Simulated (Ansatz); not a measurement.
# C4H14N2Si (SMILES CN(C)[SiH2]N(C)C), run twice

Wanted: a single-point energy of C4H14N2Si, UBCCD/ANO-RCC-MB (sfX2C, density fitting with def2-universal-jkfit, start density atoms).

Program for the calculation: Ansatz 0.2.0.

5 further runs of the same task are left out: 5 set aside as unsound or not needed.

## Step 1: The system as given

C4H14N2Si has 21 atoms, charge 0, and is taken as a singlet. As SMILES, `CN(C)[SiH2]N(C)C`. Geometry: relaxed at PBE0-D4/def2-TZVP. This is one conformer, not always the lowest.

Some bond lengths: C1–N2 1.439 Å, N2–C3 1.441 Å, N2–Si4 1.714 Å, Si4–N5 1.714 Å, N5–C6 1.439 Å, N5–C7 1.441 Å, C1–H8 1.100 Å, C1–H9 1.092 Å, C1–H10 1.099 Å, C3–H11 1.092 Å, C3–H12 1.098 Å, C3–H13 1.100 Å, Si4–H14 1.494 Å, Si4–H15 1.494 Å, C6–H16 1.099 Å, C6–H17 1.100 Å. Some angles: C1–N2–C3 113.9°, C1–N2–Si4 123.6°, C3–N2–Si4 121.3°, N2–Si4–N5 109.5°, Si4–N5–C6 123.6°, Si4–N5–C7 121.3°, C6–N5–C7 113.9°, N2–C1–H8 112.3°, N2–C1–H9 110.4°, N2–C1–H10 110.9°.

## Step 2: The input as first written

input.yaml reads:

```yaml
crystal:
  periodic: [false, false, false]
  atoms:
    - {symbol: C, position_ang: [1.061960, -1.916750, -1.628160]}
    - {symbol: "N", position_ang: [0.400570, -0.742520, -1.123120]}
    - {symbol: C, position_ang: [0.601640, 0.434280, -1.930070]}
    - {symbol: Si, position_ang: [-0.781910, -0.779030, 0.116660]}
    - {symbol: "N", position_ang: [-0.570940, 0.572760, 1.148560]}
    - {symbol: C, position_ang: [-1.662270, 1.318740, 1.717630]}
    - {symbol: C, position_ang: [0.710850, 0.873280, 1.734350]}
    - {symbol: H, position_ang: [0.700660, -2.201840, -2.627050]}
    - {symbol: H, position_ang: [0.897470, -2.763070, -0.958680]}
    - {symbol: H, position_ang: [2.145370, -1.753060, -1.707170]}
    - {symbol: H, position_ang: [0.107140, 1.294450, -1.473900]}
    - {symbol: H, position_ang: [1.670160, 0.672350, -2.018730]}
    - {symbol: H, position_ang: [0.205720, 0.311870, -2.948790]}
    - {symbol: H, position_ang: [-0.587450, -2.122430, 0.740340]}
    - {symbol: H, position_ang: [-2.204240, -0.658920, -0.323860]}
    - {symbol: H, position_ang: [-1.496600, 2.399410, 1.610240]}
    - {symbol: H, position_ang: [-1.793680, 1.113080, 2.790020]}
    - {symbol: H, position_ang: [-2.597140, 1.069760, 1.212130]}
    - {symbol: H, position_ang: [1.497590, 0.304170, 1.234690]}
    - {symbol: H, position_ang: [0.743470, 0.633920, 2.807280]}
    - {symbol: H, position_ang: [0.951650, 1.939540, 1.627610]}
basis:
  gaussian: {orbitals: ANO-RCC-MB.json, fitting: {mean_field: def2-universal-jkfit}}
magnetization: {spin_polarized: true, initial_magnetization: 0}
hamiltonian: {pseudopotentials: {relativity: dkh2}}
correlation: {method: bccd}
```

On the command line:

```
$ ansatz run input.yaml --threads 1 --pin off --max-ram 3480MiB --events-out events.jsonl --progress --plain --runs-dir runs
```

Standard output:

```text
Error: YAML parse error: error: line 28 column 46: unknown variant `dkh2`, expected one of scalar, none
  --> <input>:28:46
   |
26 |   gaussian: {orbitals: ANO-RCC-MB.json, fitting: {mean_field: def2-universal-jkfit}}
27 | magnetization: {spin_polarized: true, initial_magnetization: 0}
28 | hamiltonian: {pseudopotentials: {relativity: dkh2}}
   |                                              ^ unknown variant `dkh2`, expected one of scalar, none
29 | correlation: {method: bccd}
   |
```

Wall time 0.02 s (1 thread of Arm Neoverse N1, shared host).

## Step 3: Diagnosis

The program refused the input.

The log says `|                                              ^ unknown variant 'dkh2', expected one of scalar, none`. Cause: the input holds a word that the program doesn't know. To mend it: relativity scalar in place of dkh2.

## Step 4: Second attempt

input.yaml: that of step 2 with these lines changed.

```diff
@@ -27,3 +27,4 @@
 magnetization: {spin_polarized: true, initial_magnetization: 0}
-hamiltonian: {pseudopotentials: {relativity: dkh2}}
+hamiltonian: {pseudopotentials: {relativity: scalar}}
 correlation: {method: bccd}
+output: {orbitals: {seedname: orbitals}}
```

The basis set ANO-RCC-MB is read from a file made from the Basis Set Exchange's data (not shown).

On the command line:

```
$ ansatz run input.yaml --threads 1 --pin off --max-ram 3480MiB --events-out events.jsonl --progress --plain --runs-dir runs
```

Standard output, shortened:

```text
Warning: RAYON_NUM_THREADS=1 ignored (pool sized by the plan → 1); use --threads N
Functional definition: HF
  name "HF"
[...]
834 factors; integrals over basis functions are off by at most 1.1e-3 eV
[...]
mean field -15177.19810259 eV, -557.7517427959 hartree, gradient 2.0e-6 eV, S^2 0.000000; 0 other end points of the search recorded, 0 dependent functions left out
11 core orbitals not correlated: weight in the atoms' cores, before any rotation towards them, 1.000 or more for the frozen orbitals, at most 0.000 for the correlated occupied ones
reference -15177.19810259 eV, -557.7517427959 hartree; 22, 22 occupied and 20, 20 virtual orbitals, 834 factors
second order -9.49014272 eV of doubles, -0.00000000 eV of singles
cycle   1  -11.11955566 eV  change    -1.6e0 eV  update   1.1e-1
[...]
cycle   9  -11.97582838 eV  change   -3.6e-7 eV  update   7.3e-6
Total energy: -15189.17393097 eV, -558.1918463714 hartree
Relativity: scalar
```

Run time: 12 s. Hardware: 1 thread of Arm Neoverse N1, shared host.

## Step 5: Summary of results

At UBCCD/ANO-RCC-MB (sfX2C, density fitting with def2-universal-jkfit, start density atoms):

| quantity | value |
| --- | --- |
| total energy | -558.19185 Eh |
| HOMO energy (Hartree–Fock orbitals) | -10.06 eV |
| LUMO energy (Hartree–Fock orbitals) | 8.26 eV |
| HOMO–LUMO gap (Hartree–Fock orbitals) | 18.31 eV |
| correlation energy (11 core orbitals frozen) | -440.1 mEh |
